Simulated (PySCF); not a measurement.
# H8NdO4 (Nd(H2O)43+): the cost of one run

Program: PySCF 2.14.0. Level of theory: several levels, as the steps say, no spin–orbit coupling. These are calculated values, not measurements.

**1. Starting geometry**

13 atoms, charge 3, spin multiplicity 1.

Bond lengths: Nd1–O2 2.366 Å, Nd1–O5 2.366 Å, Nd1–O8 2.366 Å, Nd1–O11 2.366 Å, O2–H3 0.986 Å, O2–H4 0.986 Å, O5–H6 0.986 Å, O5–H7 0.986 Å, O8–H9 0.986 Å, O8–H10 0.986 Å, O11–H12 0.986 Å, O11–H13 0.986 Å. Angles: O2–Nd1–O5 111.4°, O2–Nd1–O8 105.7°, O2–Nd1–O11 111.4°, O5–Nd1–O8 111.4°, O5–Nd1–O11 105.7°, O8–Nd1–O11 111.4°, Nd1–O2–H3 128.6°, Nd1–O2–H4 128.3°, H3–O2–H4 103.1°, Nd1–O5–H6 128.3°, Nd1–O5–H7 128.6°, H6–O5–H7 103.1°, Nd1–O8–H9 128.3°, Nd1–O8–H10 128.6°, H9–O8–H10 103.1°, Nd1–O11–H12 128.6°, Nd1–O11–H13 128.3°, H12–O11–H13 103.1°.

Coordinates:

```
Nd   -0.00004    0.00000    0.00000
O     1.42909    1.30069    1.36529
H     1.37396    1.46164    2.33638
H     2.23165    1.80837    1.10056
O    -1.42916   -1.36528    1.30071
H    -2.23154   -1.10053    1.80859
H    -1.37398   -2.33646    1.46162
O     1.42909   -1.30069   -1.36529
H     2.23165   -1.80837   -1.10056
H     1.37396   -1.46164   -2.33638
O    -1.42916    1.36528   -1.30071
H    -1.37398    2.33646   -1.46162
H    -2.23154    1.10053   -1.80859
```

Formal oxidation states: Nd +3. Each metal's 3 4f electrons lie in its core potential, so multiplicities, spins and levels count the valence alone. An earlier session relaxed this geometry at r2SCAN, Nd lcecp-1-SVP with ECP49, O def2-SVP, H def2-SVP (singlet, point group S4).

At r2SCAN on the finer grid: E = -338.306723 Eh, HOMO -22.56 eV, LUMO -16.00 eV, Mulliken charge on Nd1 +1.78 e, largest force component 0.034 eV/Å. 

Levels to run: PBE; M06-L; HF; B3LYP; r2SCAN, TZVP. Hardware: 2 threads of Arm Neoverse V1, shared host.

**2. PBE**

File run.py (the lines that set the calculation):

```python
mol = gto.M(atom='''
Nd    -0.00004     0.00000     0.00000
O      1.42909     1.30069     1.36529
H      1.37396     1.46164     2.33638
H      2.23165     1.80837     1.10056
O     -1.42916    -1.36528     1.30071
H     -2.23154    -1.10053     1.80859
H     -1.37398    -2.33646     1.46162
O      1.42909    -1.30069    -1.36529
H      2.23165    -1.80837    -1.10056
H      1.37396    -1.46164    -2.33638
O     -1.42916     1.36528    -1.30071
H     -1.37398     2.33646    -1.46162
H     -2.23154     1.10053    -1.80859''',
    basis={'Nd': 'lcecp-1-SVP', 'O': 'def2-SVP', 'H': 'def2-SVP'},
    ecp={'Nd': 'lcecp-1-SVP'},
    charge=3, spin=0)
mf = dft.RKS(mol, xc='PBE')
mf.grids.atom_grid = (75, 302)  # f atoms: unpruned, at least (60, 302)
mf = mf.density_fit()  # fitting sets: Nd AutoAux, O def2-universal-JKFIT, H def2-universal-JKFIT
mf.conv_tol = 1e-08; mf.max_cycle = 55
mf.kernel(dm0)  # dm0: the density of the relaxed state
```

Started as:

```console
$ OMP_NUM_THREADS=2 python run.py
```

**Question.** How long does this run take on 2 threads of Arm Neoverse V1, shared host?

About 16 s.
